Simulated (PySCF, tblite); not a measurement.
**C₇H₁₂BOP: infrared bands and NMR shifts**

Wanted: the infrared bands and NMR shifts of C₇H₁₂BOP (`CB(C)P(C)c1ccoc1`), by calculation.

Computed with tblite 0.8.0 and PySCF 2.14.0, with density-fitted response routines of our own, on a single molecule in the gas phase. Atoms count from 0, in the outputs and in this text.

### 1 Starting geometry

22 atoms, charge 0, multiplicity 1; geometry from: GFN2-xTB.

Bonds of the start (Å): C0–B1 1.58, B1–C2 1.58, B1–P3 1.90, P3–C4 1.86, P3–C5 1.81, C5–C6 1.43, C6–C7 1.36, C7–O8 1.34, O8–C9 1.35, C9–C5 1.37, C0–H10 1.09, C0–H11 1.09, C0–H12 1.09, C2–H13 1.09, C2–H14 1.09, C2–H15 1.09, C4–H16 1.09, C4–H17 1.09, C4–H18 1.09, C6–H19 1.07, C7–H20 1.07, C9–H21 1.07.

### 2 Vibrational analysis with GFN2-xTB

What the job is given:

```
{"job": {"kind": "ir", "xc": "GFN2-xTB", "basis": "xTB"}, "charge": 0, "multiplicity": 1}
C     -2.813526     0.648190    -0.283087
B     -1.478628    -0.185715    -0.199352
C     -1.464296    -1.565316     0.565043
P      0.029981     0.322489    -1.227611
C      0.103066     2.166541    -1.021776
C      1.411126    -0.180825    -0.171698
C      1.870358    -1.519917     0.000846
C      2.950649    -1.449138     0.818431
O      3.206052    -0.175289     1.160722
C      2.275305     0.587281     0.556519
H     -3.368741     0.632956     0.653455
H     -3.463848     0.182598    -1.026137
H     -2.688575     1.686450    -0.582423
H     -2.415678    -1.822048     1.026293
H     -0.705004    -1.576038     1.347985
H     -1.197052    -2.376953    -0.111909
H      1.062101     2.526057    -1.388158
H     -0.027443     2.465513     0.016442
H     -0.683512     2.611122    -1.627548
H      1.446111    -2.399951    -0.436648
H      3.603635    -2.203121     1.212346
H      2.337507     1.644500     0.717415
```

**Question.** This job is followed by: GIAO PBE0/pcSseg-1 NMR shielding, non-relativistic, gas phase. Predict these results of the whole session: strongest single infrared mode (GFN2-xTB); zero-point energy (GFN2-xTB); 13C shifts against TMS (PBE0/pcSseg-1, means over atoms taken as alike); 1H shifts against TMS (PBE0/pcSseg-1, means over atoms taken as alike); 11B shifts against BF3·OEt2 (PBE0/pcSseg-1); 31P shifts against H3PO4 (PBE0/pcSseg-1); 17O shifts against H2O (PBE0/pcSseg-1).

**Answer**, as computed:

```
                                                               quantity                                      value
                              strongest single infrared mode (GFN2-xTB)                      1072 cm⁻¹, 196 km/mol
                                           zero-point energy (GFN2-xTB)                             108.8 kcal/mol
13C shifts against TMS (PBE0/pcSseg-1, means over atoms taken as alike)  148.7, 143.6, 126.9, 121.9, 15.5, 5.7 ppm
 1H shifts against TMS (PBE0/pcSseg-1, means over atoms taken as alike)           7.62, 7.09, 6.76, 1.64, 1.18 ppm
                            11B shifts against BF3·OEt2 (PBE0/pcSseg-1)                                   94.1 ppm
                               31P shifts against H3PO4 (PBE0/pcSseg-1)                                  -87.4 ppm
                                 17O shifts against H2O (PBE0/pcSseg-1)                                  304.5 ppm
```

**Reading.** The lowest mode is imaginary (32i cm⁻¹), so the xTB geometry is not a minimum. The strongest single mode, at 1072 cm⁻¹, is spread over many atoms; the largest shares are those of B1, H13. Unscaled tight-binding wavenumbers are off by several per cent, some by more. Its intensities can rank the bands wrongly. At PBE0/pcSseg-1: Shielding is most anisotropic at O8 (span 373 ppm, paramagnetic term -368 ppm). NICS(1)zz of -26 ppm above the planar ring from C5 marks a diatropic (aromatic) ring current.
